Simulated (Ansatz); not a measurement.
# AlAu2, space group I4/mmm: a comparison of norm-conserving and PAW potentials

Program: Ansatz's Python interface.

Interactive session:
```pycon
>>> import ansatz as az
>>> import numpy as np
>>> from tabulate import tabulate
>>> def count_gap(report):
...     # lowest empty less highest filled band, counting bands; zero where they overlap
...     return max(report.get("gap_by_band_count_ev") or 0.0, 0.0)
...
>>> lattice = az.Lattice.of(
...     [-1.67151447, 1.67151447, 4.39907524],
...     [1.67151447, -1.67151447, 4.39907524],
...     [1.67151447, 1.67151447, -4.39907524],
... )
>>> sites = [
...     ("Al", [0.0, 0.0, 0.0]),
...     ("Au", [0.6562728, 0.6562728, 0.0]),
...     ("Au", [0.3437272, 0.3437272, 0.0]),
... ]
>>> structure = az.Crystal(lattice=lattice)
>>> for symbol, position in sites:
...     structure = structure.atom(symbol, position)
...
>>> len(structure.resolved().sites)
3
>>> calculation = structure.calculation()
>>> calculation = calculation.occupations(az.OccupationsMethod.METHFESSEL_PAXTON, width=0.05)
>>> calculation = calculation.functional(az.Functional.PBESOL)
>>> calculation = calculation.kpoints(13).stress()
>>> calculation = calculation.forces().band_table()
>>> variants = {
...     "PAW": calculation.pseudopotentials("paw"),
...     "norm-conserving": calculation.pseudopotentials("nc"),
... }
>>> # totals differ by the cores that each treatment holds, so compare what does not depend on them
>>> rows = []
>>> for label, variant in variants.items():
...     rep = variant.run(threads=1).report
...     levels = np.array(rep["eigenvalues_ev"][0]) - rep["fermi_energy_ev"]
...     print(label, "levels at the first k-point near E_F:", np.round(levels[np.abs(levels) < 5], 3))
...     rows.append((label, rep["n_electrons"], np.trace(rep["stress_gpa"]) / 3, float(np.abs(rep["forces_ev_ang"]).max()), count_gap(rep)))
...
DeckWarning: basis.ecutwfc = 420 eV, auto-derived from the records' recommended cutoffs: set by Al (normal level)
PAW levels at the first k-point near E_F: [-4.976 -4.775 -4.775 -4.695 -4.695 -3.402 -1.12   1.155]
DeckWarning: basis.ecutwfc = 1034.032677 eV, auto-derived from the records' recommended cutoffs: set by Au (normal level)
norm-conserving levels at the first k-point near E_F: [-4.971 -4.769 -4.769 -4.688 -4.688 -3.399 -1.118  1.15 ]
>>> print(tabulate(rows, headers=["treatment", "electrons in bands", "P GPa", "max force component eV/A", "gap by band count eV"], floatfmt=".4f", tablefmt="plain"))
treatment          electrons in bands    P GPa    max force component eV/A    gap by band count eV
PAW                           41.0000  -2.2080                      0.0572                  0.0000
norm-conserving               41.0000  -2.4730                      0.0582                  0.0000
```

PAW gives -2.208 GPa and norm-conserving -2.473 GPa, 0.26 GPa apart. They took 10.3 and 40.4 s of processor time.

Reading the output:
- The computed bands are complete only to about 3.0 eV above the Fermi level.
- A gap by band count of zero or less means overlapping bands, a metal, and at an odd count of electrons it is no gap at all.
- This cell is a computed structure, which may not be the phase found in nature.
- Gaps and levels are Kohn-Sham values on a finite set of k-points, without spin-orbit coupling.
- Warnings are shown shortened and without file and line.
- Stress is positive in compression.
- Wall time of the script: 52 s on 1 thread of Arm Neoverse V1 (shared host), peak memory 0.81 GiB.
